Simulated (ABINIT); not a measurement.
The system is HfB.

```xyz
2
Lattice="0.0000 2.3100 2.3100 2.3100 0.0000 2.3100 2.3100 2.3100 0.0000" Properties=species:S:1:pos:R:3 pbc="T T T"
Hf    2.3100    2.3100    2.3100
B     0.0000    0.0000    0.0000
```

* Program: ABINIT 10.8.3 (patched build)
* Task: relaxation of cell and atoms
* Functional: PBE
* Potentials or basis: JTH PAW PBE v2.0
* Cutoff: 517 eV
* k mesh: 10 × 10 × 10
* Occupations: fermi-dirac, width 0.05 eV
* Spin: no spin polarisation

At the start: pressure 31.0 GPa; volume 12.33 Å³/atom.

**Question.** Where does the relaxation end?

**Answer.** Over 4 steps the energy falls by 159.0 meV/atom and the volume is 14.17 Å³/atom (+14.9 %); space group Fm-3m (No. 225, to 0.05 Å).

Step by step:
| step | energy change (eV) | largest force (eV/Å) | pressure (GPa) | volume (Å³) |
| --- | --- | --- | --- | --- |
| 1 | 0.0000 | 0.0000 | 31.00 | 24.65 |
| 2 | -0.2852 | 0.0000 | 8.57 | 27.07 |
| 3 | -0.3174 | 0.0000 | 1.09 | 28.16 |
| 4 | -0.3179 | 0.0000 | 0.05 | 28.33 |

Final structure:
```
Hf B
1.0
     0.00000    2.41971    2.41971
     2.41971    0.00000    2.41971
     2.41971    2.41971    0.00000
Hf B
1 1
Direct
  0.50000 0.50000 0.50000
  0.00000 0.00000 0.00000
```
